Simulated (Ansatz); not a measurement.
# C3H9CdN: a ladder of functionals and wavefunction methods

The task here is to estimate one member of a computed series from the others.

The runs use Ansatz 0.2.0, Gaussian basis; functionals in def2-TZVPP, the program's frozen cores in correlated methods.

Levels to be run: LDA (SPW92), PBE-D4, revPBE-D4, BLYP-D4, r2SCAN-D4, B97M-V, PBE0-D4, B3LYP-D4, r2SCANh-D4, r2SCAN0-D4, HSE06-D4, BHLYP-D4, CAM-B3LYP-D4, LC-ωPBE, ωB97X-V, ωB97M-V, B2PLYP, PBE-QIDH; CCSD(T)/def2-SVP; CCSD(T)/def2-TZVPP; MP2/def2-QZVPP; extrapolation to the limit.

2 further runs of the same task are left out: 2 set aside as unsound or not needed.

### The geometry

An earlier PBE0-D4 in a triple-zeta def2 set relaxation fixed the geometry. Cd takes the def2 core potential; no spin-orbit term is included.

SMILES `C[CH](C)[Cd][NH2]`, 14 atoms, charge 0, spin multiplicity 1.

Atoms are counted from 1 here; the program's logs count them from 0.

Bond lengths: C1–C2 1.523 Å, C1–H6 1.099 Å, C1–H7 1.093 Å, C1–H8 1.094 Å, C2–C3 1.523 Å, C2–Cd4 2.125 Å, C2–H9 1.095 Å, C3–H10 1.094 Å, C3–H11 1.093 Å, C3–H12 1.099 Å, Cd4–N5 2.023 Å, N5–H13 1.013 Å, N5–H14 1.013 Å. Angles: C2–C1–H6 110.7°, C2–C1–H7 112.6°, C2–C1–H8 111.9°, H6–C1–H7 107.2°, H6–C1–H8 106.7°, H7–C1–H8 107.4°, C1–C2–C3 111.1°, C1–C2–Cd4 112.0°, C1–C2–H9 108.3°, C3–C2–Cd4 111.9°, C3–C2–H9 108.3°, Cd4–C2–H9 105.0°, C2–C3–H10 111.9°, C2–C3–H11 112.6°, C2–C3–H12 110.7°, H10–C3–H11 107.4°, H10–C3–H12 106.7°, H11–C3–H12 107.2° and more.

Coordinates:

```xyz
14
charge 0, multiplicity 1
C    -1.0256    0.2553    1.4622
C     0.2638    0.3136    0.6532
C     1.2163   -0.8040    1.0586
Cd   -0.1105    0.3178   -1.4390
N    -0.5439    0.1761   -3.4101
H    -0.8098    0.2889    2.5393
H    -1.6981    1.0882    1.2407
H    -1.5800   -0.6705    1.2811
H     0.7534    1.2725    0.8551
H     0.7961   -1.7933    0.8535
H     2.1782   -0.7434    0.5427
H     1.4226   -0.7658    2.1373
H    -1.1319    0.9225   -3.7612
H     0.2693    0.1421   -4.0132
```

The first run:

File in.yaml:

```yaml
crystal:
  periodic: [false, false, false]
  atoms:
    - {symbol: C, position_ang: [-1.025577, 0.255303, 1.462223]}
    - {symbol: C, position_ang: [0.263816, 0.313629, 0.653196]}
    - {symbol: C, position_ang: [1.216293, -0.803955, 1.058575]}
    - {symbol: Cd, position_ang: [-0.110483, 0.317765, -1.439043]}
    - {symbol: N, position_ang: [-0.543887, 0.176075, -3.410116]}
    - {symbol: H, position_ang: [-0.809846, 0.288885, 2.539271]}
    - {symbol: H, position_ang: [-1.698112, 1.088173, 1.240654]}
    - {symbol: H, position_ang: [-1.579974, -0.670540, 1.281059]}
    - {symbol: H, position_ang: [0.753402, 1.272505, 0.855125]}
    - {symbol: H, position_ang: [0.796121, -1.793307, 0.853528]}
    - {symbol: H, position_ang: [2.178201, -0.743372, 0.542660]}
    - {symbol: H, position_ang: [1.422606, -0.765791, 2.137297]}
    - {symbol: H, position_ang: [-1.131877, 0.922533, -3.761185]}
    - {symbol: H, position_ang: [0.269296, 0.142099, -4.013234]}
basis:
  gaussian: {orbitals: def2-TZVPP}
hamiltonian: {xc: lda}
output: {orbitals: {seedname: orbitals}}
```

Started as:

```
$ ansatz run in.yaml --threads 2 --pin off --events-out ev --progress --plain --max-ram 32768MiB --backend cpu
```

Among the steps run: LDA; PBE-D4 (GGA); revPBE-D4 (GGA); BLYP-D4 (GGA); r2SCAN-D4 (meta-GGA); B97M-V (meta-GGA); B3LYP-D4 (hybrid); r2SCANh-D4 (hybrid); r2SCAN0-D4 (hybrid); HSE06-D4 (hybrid); BHLYP-D4 (hybrid); CAM-B3LYP-D4 (range-separated); LC-ωPBE (range-separated); ωB97X-V (range-separated); ωB97M-V (range-separated); B2PLYP (double hybrid); PBE-QIDH (double hybrid).

One of the session's tables, all rows but one given; the rest of the session is left out.

It belongs to the step «Frontier levels by functional». 

```
  functional  HOMO (eV)  gap (eV)
 LDA (SPW92)      -5.27      4.13
      PBE-D4      -5.07      4.09
   revPBE-D4      -4.99      4.10
     BLYP-D4          ?         ?
   r2SCAN-D4      -5.29      4.64
      B97M-V      -5.33      4.36
     PBE0-D4      -6.31      6.10
    B3LYP-D4      -6.10      5.59
  r2SCANh-D4      -5.76      5.38
  r2SCAN0-D4      -6.47      6.46
    HSE06-D4      -5.91      5.34
    BHLYP-D4      -7.43      7.84
CAM-B3LYP-D4      -7.68      8.25
     LC-ωPBE      -9.02     10.76
     ωB97X-V      -8.65     10.20
     ωB97M-V      -8.56      9.74
```

Estimate the missing values for BLYP-D4.

Worked estimate for «HOMO (eV)». Against the share of exact exchange, B3LYP-D4 (0.2, -6.10), BHLYP-D4 (0.5, -7.43) give a slope of -4.43 per unit share; at 0 the line stands at -5.21.

As computed: HOMO (eV): -4.94; gap (eV): 3.99. In «HOMO (eV)» the line misses by -0.27.
